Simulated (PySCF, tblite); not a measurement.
# C₅H₁₃OPS: geometry, infrared bands and NMR shifts

Wanted: the infrared bands and NMR shifts of C₅H₁₃OPS (`CC[P@@H](=S)CCOC`), by calculation.

The runs use tblite 0.8.0 and PySCF 2.14.0, with density-fitted response routines of our own; the level of theory stands in each step. All values are computed, except where a source is named. Atoms count from 0, in the outputs and in this text.

**1. Starting geometry**

21 atoms, charge 0, multiplicity 1; geometry from: force field or distance geometry start.

Bonds of the start (Å): C0–C1 1.52, C1–P2 1.81, P2–S3 1.96, P2–C4 1.83, C4–C5 1.51, C5–O6 1.42, O6–C7 1.42, C0–H8 1.09, C0–H9 1.08, C0–H10 1.10, C1–H11 1.11, C1–H12 1.11, P2–H13 1.42, C4–H14 1.10, C4–H15 1.09, C5–H16 1.09, C5–H17 1.10, C7–H18 1.09, C7–H19 1.10, C7–H20 1.09.

**2. Optimising the geometry with GFN2-xTB**

The job: settings as JSON, then the geometry in Å.

```
{"job": {"kind": "relax", "xc": "GFN2-xTB", "basis": "xTB"}, "charge": 0, "multiplicity": 1}
C      2.801500     1.195600    -0.475700
C      1.789900     0.182900     0.030400
P      0.776200    -0.563500    -1.265800
S      1.800900    -1.603300    -2.566500
C     -0.395800    -1.598200    -0.320900
C     -1.332800    -0.795100     0.553000
O     -1.968000     0.188900    -0.258200
C     -2.920600     0.939900     0.488400
H      3.338600     1.657100     0.357700
H      3.520500     0.731600    -1.136500
H      2.278100     1.983400    -1.039200
H      2.312900    -0.622300     0.581300
H      1.129900     0.681600     0.763900
H      0.083800     0.438100    -1.993100
H     -0.994400    -2.139200    -1.062500
H      0.157600    -2.324700     0.282900
H     -2.074900    -1.456300     1.004800
H     -0.777600    -0.304600     1.360200
H     -3.377100     1.676200    -0.179600
H     -3.711000     0.280400     0.869000
H     -2.446800     1.468500     1.316800
```

On the command line:

```bash
> OMP_NUM_THREADS=1 python probes_run.py task.json out
```

The driver reads the jobs from task.json and runs them one after another.

**Question.** This job is followed by: GFN2-xTB harmonic vibrations, gas phase; GIAO PBE0/pcSseg-1 NMR shielding, non-relativistic, gas phase. Predict these results of the whole session: strongest single infrared mode (GFN2-xTB); zero-point energy (GFN2-xTB); 13C shifts against TMS (PBE0/pcSseg-1); 1H shifts against TMS (PBE0/pcSseg-1, means over atoms taken as alike); 31P shifts against H3PO4 (PBE0/pcSseg-1); 33S shifts against CS2 (PBE0/pcSseg-1); 17O shifts against H2O (PBE0/pcSseg-1); surface potential, 1st and 99th percentile.

The runs gave:

```
                                                              quantity                                                     value
                             strongest single infrared mode (GFN2-xTB)                                     2280 cm⁻¹, 153 km/mol
                                          zero-point energy (GFN2-xTB)                                            108.0 kcal/mol
                                13C shifts against TMS (PBE0/pcSseg-1)                           70.1, 60.7, 40.8, 26.2, 9.6 ppm
1H shifts against TMS (PBE0/pcSseg-1, means over atoms taken as alike)  7.07, 3.63, 3.44, 3.36, 2.78, 1.88, 1.75, 1.33, 1.14 ppm
                              31P shifts against H3PO4 (PBE0/pcSseg-1)                                                  -1.3 ppm
                                33S shifts against CS2 (PBE0/pcSseg-1)                                                  -299 ppm
                                17O shifts against H2O (PBE0/pcSseg-1)                                                  25.6 ppm
                                 surface potential, 1st and 99th percentile                                        -1.60 V and 1.05 V
```

Relaxing lowered the energy by 0.235 eV in 135 steps; the close pair that moved most is C1–P2, from 1.807 to 1.842 Å. No mode is imaginary among the 57: a minimum at this level. The strongest single mode, at 2280 cm⁻¹, moves mainly H13. GFN2-xTB is a fitted tight-binding method: band positions and strengths are rough. Its intensities can rank the bands wrongly. The most deshielded carbon is C5 (sp3 CH2 bonded to O), at 70.1 ppm: deshielded by the electronegative neighbour. At PBE0/pcSseg-1: The widest tensor belongs to P2: span 232 ppm, with a paramagnetic part of -645 ppm.
